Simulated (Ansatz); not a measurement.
# H5Sn: the cost of one run

Method: UKS PBE-D4/def2-SVP, in Ansatz 0.2.0.

### 1 The starting structure

Bond lengths: Sn1–H2 1.990 Å, Sn1–H3 1.740 Å, Sn1–H4 1.739 Å, Sn1–H5 1.739 Å. Angles: H2–Sn1–H3 109.4°, H2–Sn1–H4 109.5°, H2–Sn1–H5 109.5°, H3–Sn1–H4 109.5°, H3–Sn1–H5 109.5°, H4–Sn1–H5 109.5°.

As a file:

```xyz
6

Sn    0.0000    0.0000    0.0000
H     0.0000    0.0000    1.9900
H     1.6408    0.0000   -0.5794
H    -0.8195    1.4198   -0.5794
H    -0.8195   -1.4198   -0.5794
H     0.0000    0.0000    2.9500
```

### 2 A restrained relaxation towards end A

Springs on the bonds that form and break draw the guess towards this end; the thresholds are loose.

Contents of input.yaml:

```yaml
crystal:
  periodic: [false, false, false]
  atoms:
    - { symbol: Sn, position_ang: [0.0, 0.0, 0.0] }
    - { symbol: H, position_ang: [0.0, 0.0, 1.99] }
    - { symbol: H, position_ang: [1.6408, 0.0, -0.5794] }
    - { symbol: H, position_ang: [-0.8195, 1.4198, -0.5794] }
    - { symbol: H, position_ang: [-0.8195, -1.4198, -0.5794] }
    - { symbol: H, position_ang: [0.0, 0.0, 2.95] }
magnetization:
  spin_polarized: true
  initial_magnetization: 1
basis:
  gaussian: { orbitals: def2-SVP }
hamiltonian:
  xc: pbe
  dispersion: d4
relax:
  f_tol: 0.15
  max_steps: 25
  restrain:
    - { distance: [1, 5], at: 1.86, k: 30.0 }
    - { distance: [0, 1], at: 1.74, k: 30.0 }
output:
  orbitals: {}
```

On the command line:

```sh
$ ansatz run input.yaml --threads 1 --pin off --max-ram 2048MiB --backend cpu --events-out ev --progress --plain --runs-dir out
```

Q: Estimate wall time and peak memory on 1 thread of Arm Neoverse V2, shared host.

About 6.3 s, with a peak of 0.11 GiB.
